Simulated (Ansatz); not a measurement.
Born–Oppenheimer molecular dynamics of a periodic cell of 19 atoms, Ba4Y2F13 (host Ba2YF7, host structure C2/c, one F atom removed), cell charge +1. It starts from an unrelaxed structure (largest force component 2.36 eV/Å).

Level of theory: DFT PBEsol, scalar-relativistic, plane waves, PAW (Ansatz 0.2.0). Settings: cutoff 420 eV, k mesh 2x2x1, fermi-dirac smearing 0.05 eV, no spin polarisation.

```yaml
ensemble: NVT, Langevin thermostat
time_step: 2 fs
steps_asked: 180
set_temperature: 1500 K
friction: 0.02 /fs
seed: 889178
```

Frames 10 fs apart, positions in Å, forces in eV/Å.

Velocities at 200.0 fs (Å/ps):

```
Ba -1.20 -3.45 0.00
Ba -2.80 6.21 4.18
Ba 2.42 -2.94 3.84
Ba -0.14 -0.44 -0.36
Y -6.01 -4.55 -0.92
Y 7.68 1.31 2.12
F 1.14 -4.66 5.77
F 13.10 1.87 -12.37
F 2.36 -2.15 8.51
F 8.84 -3.87 13.82
F -0.79 5.35 9.33
F -2.29 -6.81 9.86
F -1.46 -3.54 7.24
F 6.16 7.78 1.34
F -2.87 5.62 7.56
F -8.01 -0.60 -3.28
F -3.03 3.86 6.27
F 3.02 -0.10 -11.19
F -6.52 4.91 6.26
```

```xyz
19
Lattice="6.9118 -3.4022 0.0000 6.9118 3.4022 0.0000 -4.7701 0.0000 6.7094" Properties=species:S:1:pos:R:3:forces:R:3 time_fs=200.0 energy_less_start_eV=1.148 T=1205
Ba 7.852 0.090 1.608 -0.45 0.56 0.46
Ba 5.241 0.347 4.883 0.78 0.22 -0.25
Ba 3.258 0.397 1.565 -0.06 -0.11 -0.50
Ba 0.700 0.123 4.821 0.06 -0.01 -0.47
Y 5.542 -3.156 1.397 -0.33 -0.70 1.32
Y 2.962 3.589 5.173 0.65 -0.08 -0.79
F 10.306 0.583 0.775 0.72 -0.14 0.00
F 7.939 -0.489 4.157 0.07 0.07 0.78
F 8.031 3.165 0.579 -1.79 -0.80 0.45
F 6.649 1.962 2.979 -0.84 -0.02 -0.62
F 5.351 -0.682 2.107 -0.64 -0.21 0.28
F 5.226 1.440 0.174 0.07 1.48 1.08
F 4.165 -1.614 6.264 -0.03 0.65 -0.47
F 3.975 2.968 3.189 0.38 -0.01 -0.31
F 3.029 1.421 5.228 -0.29 -0.73 0.03
F 2.324 -1.688 3.768 0.63 0.77 -0.09
F 1.258 -1.810 6.505 0.38 -0.87 -0.40
F 0.089 1.141 2.590 0.69 -0.23 -0.09
F -1.566 -0.625 5.824 0.01 0.16 -0.42
19
Lattice="6.9118 -3.4022 0.0000 6.9118 3.4022 0.0000 -4.7701 0.0000 6.7094" Properties=species:S:1:pos:R:3:forces:R:3 time_fs=210.0 energy_less_start_eV=1.595 T=1096
Ba 7.842 0.071 1.604 -0.58 0.68 0.42
Ba 5.225 0.388 4.907 0.66 0.32 -0.21
Ba 3.267 0.385 1.603 -0.54 -0.05 -0.42
Ba 0.708 0.123 4.801 -0.13 0.39 -0.31
Y 5.503 -3.207 1.387 0.36 -0.52 1.62
Y 3.007 3.623 5.178 0.64 -0.11 -0.44
F 10.297 0.505 0.833 0.62 0.09 -0.46
F 8.099 -0.471 4.053 -0.40 -0.37 0.94
F 8.033 3.139 0.668 -1.95 -0.93 -0.23
F 6.694 1.975 3.103 -1.23 -0.23 -0.74
F 5.329 -0.649 2.179 -0.46 -0.24 0.54
F 5.199 1.406 0.265 0.25 1.51 0.68
F 4.167 -1.650 6.342 -0.06 1.12 -0.67
F 4.035 3.045 3.170 0.46 -0.07 -0.07
F 2.973 1.473 5.228 0.06 -1.03 0.04
F 2.217 -1.694 3.752 1.23 0.90 0.18
F 1.216 -1.785 6.546 0.27 -0.88 -0.52
F 0.130 1.166 2.472 0.40 -0.41 0.29
F -1.685 -0.543 5.840 0.39 -0.17 -0.66
19
Lattice="6.9118 -3.4022 0.0000 6.9118 3.4022 0.0000 -4.7701 0.0000 6.7094" Properties=species:S:1:pos:R:3:forces:R:3 time_fs=220.0 energy_less_start_eV=1.913 T=1504
Ba 7.837 0.065 1.580 -0.87 0.75 0.46
Ba 5.200 0.412 4.929 0.66 0.34 -0.31
Ba 3.259 0.389 1.662 -1.41 0.26 -0.60
Ba 0.700 0.095 4.785 -0.54 1.09 -0.19
Y 5.468 -3.281 1.341 1.05 -0.62 1.67
Y 3.051 3.672 5.178 0.30 -0.50 -0.42
F 10.312 0.426 0.866 -0.02 0.37 -0.93
F 8.227 -0.474 3.976 -0.42 -0.35 0.80
F 7.993 3.096 0.726 -1.62 -1.01 -0.84
F 6.657 2.001 3.098 -1.22 -0.44 -0.64
F 5.214 -0.562 2.277 0.52 -0.49 0.87
F 5.196 1.430 0.361 0.30 1.17 0.15
F 4.121 -1.642 6.433 -0.10 1.22 -0.80
F 4.133 3.138 3.103 0.07 -0.09 0.56
F 2.965 1.474 5.187 0.14 -0.76 0.08
F 2.124 -1.569 3.775 1.85 0.21 0.24
F 1.137 -1.755 6.529 0.22 -0.94 -0.41
F 0.073 1.168 2.341 0.41 0.10 0.81
F -1.798 -0.457 5.764 0.70 -0.32 -0.51
19
Lattice="6.9118 -3.4022 0.0000 6.9118 3.4022 0.0000 -4.7701 0.0000 6.7094" Properties=species:S:1:pos:R:3:forces:R:3 time_fs=230.0 energy_less_start_eV=2.105 T=1220
Ba 7.852 0.074 1.582 -1.19 0.80 0.43
Ba 5.207 0.446 4.955 0.63 0.21 -0.44
Ba 3.247 0.402 1.705 -1.85 0.30 -0.87
Ba 0.694 0.072 4.795 -0.91 1.50 -0.19
Y 5.433 -3.337 1.331 1.07 -0.83 0.25
Y 3.102 3.701 5.180 -0.68 -0.57 -0.42
F 10.282 0.396 0.799 -0.33 0.44 -0.79
F 8.302 -0.487 3.919 -0.29 -0.18 0.64
F 7.893 3.071 0.714 -0.78 -1.04 -1.08
F 6.577 2.028 3.018 -0.69 -0.56 -0.20
F 5.131 -0.509 2.417 0.93 -0.52 0.95
F 5.205 1.476 0.417 0.07 0.24 -0.28
F 4.013 -1.618 6.496 0.13 1.08 -0.79
F 4.232 3.248 3.012 -0.94 -0.21 1.64
F 2.966 1.492 5.181 0.17 -0.76 0.02
F 2.143 -1.447 3.814 1.94 -0.40 -0.09
F 1.024 -1.802 6.456 0.14 -0.77 -0.36
F -0.048 1.111 2.221 1.51 1.51 1.70
F -1.847 -0.411 5.665 1.09 -0.24 -0.12
19
Lattice="6.9118 -3.4022 0.0000 6.9118 3.4022 0.0000 -4.7701 0.0000 6.7094" Properties=species:S:1:pos:R:3:forces:R:3 time_fs=240.0 energy_less_start_eV=1.871 T=1305
Ba 7.861 0.095 1.599 -1.37 0.74 0.43
Ba 5.227 0.488 4.943 0.50 -0.04 -0.40
Ba 3.227 0.427 1.717 -1.32 -0.24 -0.70
Ba 0.712 0.046 4.816 -0.77 1.35 -0.47
Y 5.395 -3.404 1.307 2.64 0.08 -0.19
Y 3.129 3.692 5.181 -0.85 -0.50 -0.68
F 10.284 0.347 0.781 -0.79 0.30 -0.85
F 8.385 -0.495 3.927 -0.50 0.09 0.27
F 7.825 2.968 0.645 -0.26 -0.65 -0.77
F 6.514 1.999 2.955 -0.27 -0.45 0.15
F 5.122 -0.489 2.599 0.25 -0.07 0.47
F 5.260 1.457 0.448 -0.24 -0.54 -0.53
F 3.841 -1.580 6.478 0.55 0.92 -0.35
F 4.304 3.402 2.970 -1.62 -0.32 2.67
F 2.951 1.471 5.136 0.46 -0.75 0.04
F 2.302 -1.359 3.836 1.36 -0.43 -0.20
F 0.975 -1.858 6.422 -0.02 -0.72 -0.37
F -0.084 1.113 2.191 1.49 1.25 1.28
F -1.790 -0.392 5.591 0.76 -0.03 0.22
19
Lattice="6.9118 -3.4022 0.0000 6.9118 3.4022 0.0000 -4.7701 0.0000 6.7094" Properties=species:S:1:pos:R:3:forces:R:3 time_fs=250.0 energy_less_start_eV=1.608 T=1439
Ba 7.863 0.109 1.607 -1.37 0.67 0.17
Ba 5.254 0.507 4.912 0.27 -0.12 0.08
Ba 3.200 0.439 1.719 -1.06 -0.66 -0.38
Ba 0.711 0.029 4.821 -0.09 1.01 -0.84
Y 5.373 -3.503 1.295 4.05 1.26 0.85
Y 3.126 3.680 5.183 -0.31 -0.46 -1.02
F 10.340 0.326 0.774 -1.26 0.10 -0.80
F 8.413 -0.485 3.876 -0.32 0.41 0.54
F 7.779 2.854 0.574 -0.17 -0.29 -0.43
F 6.454 1.944 2.966 -0.07 -0.06 -0.03
F 5.139 -0.405 2.729 -0.06 -0.09 -0.36
F 5.290 1.367 0.416 -0.36 -0.37 -0.31
F 3.711 -1.548 6.483 0.79 0.52 -0.25
F 4.351 3.540 3.015 -1.27 -0.34 2.11
F 2.913 1.412 5.027 0.82 -0.23 0.14
F 2.529 -1.244 3.824 0.54 -0.45 -0.02
F 0.983 -1.934 6.384 -0.05 -0.97 -0.28
F -0.030 1.192 2.222 0.48 -0.12 0.31
F -1.655 -0.383 5.555 -0.57 0.20 0.50
19
Lattice="6.9118 -3.4022 0.0000 6.9118 3.4022 0.0000 -4.7701 0.0000 6.7094" Properties=species:S:1:pos:R:3:forces:R:3 time_fs=260.0 energy_less_start_eV=1.925 T=1189
Ba 7.848 0.127 1.622 -1.29 0.62 -0.46
Ba 5.273 0.512 4.877 0.35 -0.21 0.89
Ba 3.176 0.437 1.727 -0.89 -0.83 -0.12
Ba 0.707 0.029 4.815 0.66 0.68 -1.14
Y 5.375 -3.599 1.284 3.65 2.07 1.92
Y 3.109 3.637 5.223 -0.15 0.12 -1.44
F 10.346 0.265 0.801 -1.03 -0.06 -0.68
F 8.327 -0.452 3.813 0.51 0.30 1.70
F 7.710 2.739 0.563 -0.05 0.05 -0.44
F 6.442 1.908 2.951 0.00 0.44 -0.09
F 5.197 -0.311 2.779 -0.29 -0.35 -1.26
F 5.289 1.283 0.393 -0.37 -0.18 -0.17
F 3.619 -1.521 6.501 0.83 -0.16 -0.36
F 4.385 3.621 3.100 -0.71 -0.61 1.04
F 2.945 1.318 4.957 0.48 0.75 0.12
F 2.747 -1.125 3.872 -0.12 -0.63 0.03
F 0.989 -2.062 6.340 -0.02 -1.03 -0.31
F 0.039 1.268 2.242 0.06 -0.99 -0.04
F -1.537 -0.318 5.563 -1.60 0.01 0.84
19
Lattice="6.9118 -3.4022 0.0000 6.9118 3.4022 0.0000 -4.7701 0.0000 6.7094" Properties=species:S:1:pos:R:3:forces:R:3 time_fs=270.0 energy_less_start_eV=1.813 T=1292
Ba 7.816 0.142 1.628 -0.81 0.18 -0.52
Ba 5.309 0.510 4.836 0.15 -0.34 1.34
Ba 3.175 0.425 1.740 -0.76 -0.84 -0.05
Ba 0.703 0.041 4.776 0.72 0.41 -0.88
Y 5.424 -3.676 1.299 2.12 2.42 2.07
Y 3.106 3.598 5.255 0.03 0.62 -1.65
F 10.358 0.204 0.747 -0.32 -0.29 -0.01
F 8.302 -0.390 3.858 0.50 0.27 1.56
F 7.658 2.619 0.565 -0.04 0.39 -0.32
F 6.414 1.902 2.945 0.21 0.71 -0.06
F 5.279 -0.279 2.741 -0.39 -0.49 -1.51
F 5.284 1.187 0.417 -0.23 0.14 -0.16
F 3.598 -1.489 6.498 0.58 -0.53 -0.19
F 4.383 3.624 3.257 -0.36 -0.86 -0.15
F 2.963 1.260 4.900 0.29 1.17 0.20
F 2.932 -1.062 3.930 -0.66 -0.64 -0.12
F 0.959 -2.228 6.313 0.22 -0.69 -0.33
F 0.099 1.281 2.293 0.03 -1.38 -0.14
F -1.545 -0.238 5.620 -1.27 -0.24 0.93
19
Lattice="6.9118 -3.4022 0.0000 6.9118 3.4022 0.0000 -4.7701 0.0000 6.7094" Properties=species:S:1:pos:R:3:forces:R:3 time_fs=280.0 energy_less_start_eV=1.602 T=1721
Ba 7.776 0.172 1.609 -0.32 -0.57 0.13
Ba 5.337 0.505 4.818 -0.03 -0.70 1.01
Ba 3.167 0.398 1.746 -0.68 -0.63 -0.08
Ba 0.693 0.044 4.719 0.48 0.46 -0.19
Y 5.471 -3.711 1.312 0.70 2.35 1.76
Y 3.095 3.553 5.303 0.01 1.23 -1.71
F 10.354 0.163 0.653 0.15 -0.33 0.64
F 8.307 -0.301 4.012 -0.35 0.07 0.12
F 7.605 2.516 0.536 -0.06 0.39 0.24
F 6.344 1.942 2.970 0.76 0.63 0.06
F 5.335 -0.214 2.622 -0.35 -0.70 -0.84
F 5.269 1.129 0.490 -0.04 0.26 -0.65
F 3.567 -1.499 6.519 0.34 -0.25 0.29
F 4.322 3.533 3.423 -0.03 -0.73 -0.99
F 3.041 1.305 4.850 -0.26 0.67 0.18
F 3.070 -1.049 4.015 -0.95 -0.32 -0.37
F 0.975 -2.416 6.295 0.21 -0.03 -0.30
F 0.095 1.232 2.315 0.13 -1.20 -0.02
F -1.671 -0.122 5.767 0.29 -0.57 0.72
19
Lattice="6.9118 -3.4022 0.0000 6.9118 3.4022 0.0000 -4.7701 0.0000 6.7094" Properties=species:S:1:pos:R:3:forces:R:3 time_fs=290.0 energy_less_start_eV=2.190 T=1366
Ba 7.727 0.198 1.581 0.02 -1.20 0.74
Ba 5.348 0.496 4.808 -0.09 -1.00 0.73
Ba 3.158 0.366 1.734 -0.67 -0.31 0.17
Ba 0.690 0.048 4.669 0.55 0.56 0.33
Y 5.487 -3.731 1.328 0.17 1.89 1.28
Y 3.092 3.540 5.335 -0.22 1.64 -0.95
F 10.406 0.121 0.675 -0.31 -0.14 0.46
F 8.276 -0.202 4.197 -1.10 -0.40 -1.58
F 7.483 2.402 0.569 0.51 0.81 -0.18
F 6.266 2.012 3.009 1.14 -0.04 0.37
F 5.351 -0.194 2.497 -0.20 -0.94 0.27
F 5.251 1.057 0.534 0.00 0.69 -1.08
F 3.486 -1.431 6.534 0.29 -0.31 0.49
F 4.258 3.379 3.534 0.23 -0.17 -1.37
F 3.110 1.395 4.790 -0.56 -0.08 0.22
F 3.120 -1.030 4.126 -0.85 -0.28 -0.74
F 1.017 -2.608 6.244 -0.14 0.76 0.42
F 0.124 1.140 2.338 0.16 -0.75 0.03
F -1.753 -0.026 5.935 1.05 -0.76 0.38
19
Lattice="6.9118 -3.4022 0.0000 6.9118 3.4022 0.0000 -4.7701 0.0000 6.7094" Properties=species:S:1:pos:R:3:forces:R:3 time_fs=300.0 energy_less_start_eV=3.327 T=855
Ba 7.683 0.197 1.579 0.15 -1.24 1.23
Ba 5.366 0.501 4.814 -0.06 -1.10 0.57
Ba 3.157 0.359 1.736 -0.81 0.06 0.83
Ba 0.699 0.033 4.625 0.70 0.62 0.85
Y 5.510 -3.725 1.345 -0.15 1.39 1.17
Y 3.111 3.555 5.371 -0.61 1.86 -0.91
F 10.517 0.094 0.710 -1.49 0.11 0.04
F 8.226 -0.119 4.299 -0.79 -0.89 -2.81
F 7.363 2.349 0.623 1.44 0.91 -0.96
F 6.253 2.062 3.026 1.27 -0.77 0.71
F 5.315 -0.207 2.408 0.21 -1.24 1.38
F 5.207 0.962 0.537 0.26 1.43 -1.47
F 3.487 -1.306 6.573 0.37 -0.91 0.16
F 4.239 3.235 3.573 0.35 0.59 -1.23
F 3.173 1.490 4.761 -0.89 -0.91 0.45
F 3.089 -1.065 4.230 -0.65 -0.25 -0.93
F 1.015 -2.708 6.204 -0.14 1.48 1.57
F 0.178 1.060 2.346 0.15 -0.26 -0.02
F -1.778 -0.036 6.120 0.70 -0.85 -0.63
19
Lattice="6.9118 -3.4022 0.0000 6.9118 3.4022 0.0000 -4.7701 0.0000 6.7094" Properties=species:S:1:pos:R:3:forces:R:3 time_fs=310.0 energy_less_start_eV=3.519 T=759
Ba 7.654 0.172 1.573 -0.08 -0.21 1.85
Ba 5.373 0.497 4.830 0.05 -0.94 0.55
Ba 3.156 0.356 1.763 -0.40 0.24 1.44
Ba 0.715 -0.001 4.618 0.73 0.76 1.16
Y 5.528 -3.703 1.348 -0.18 0.65 2.66
Y 3.118 3.570 5.422 -0.90 1.55 -1.81
F 10.574 0.050 0.735 -2.37 0.21 -0.33
F 8.113 -0.105 4.316 -0.10 -0.71 -2.14
F 7.336 2.423 0.635 2.16 0.06 -0.97
F 6.280 2.099 3.067 1.01 -1.07 0.43
F 5.356 -0.268 2.465 -0.13 -1.01 1.14
F 5.203 0.906 0.540 0.40 1.47 -1.16
F 3.490 -1.220 6.625 0.63 -1.66 -0.83
F 4.221 3.172 3.554 0.20 0.87 -0.78
F 3.175 1.532 4.792 -0.97 -1.22 0.59
F 3.004 -1.147 4.224 -0.37 -0.17 -0.64
F 1.031 -2.733 6.273 0.18 2.00 0.59
F 0.243 1.022 2.402 0.17 0.01 -0.28
F -1.758 -0.127 6.243 -0.01 -0.80 -1.46
```

Of the whole run (360 fs, mean temperature of the second half 1307 K): The mean temperature of the second half is 13 % below the set value. A run of 0.36 ps of so small a system gives no equilibrium averages. Limits of this set-up: coarse k mesh, charged cell in a uniform background, uncorrected.

Run time: 20 min on 1 thread of Arm Neoverse V1 (shared host), peak memory 0.71 GiB.
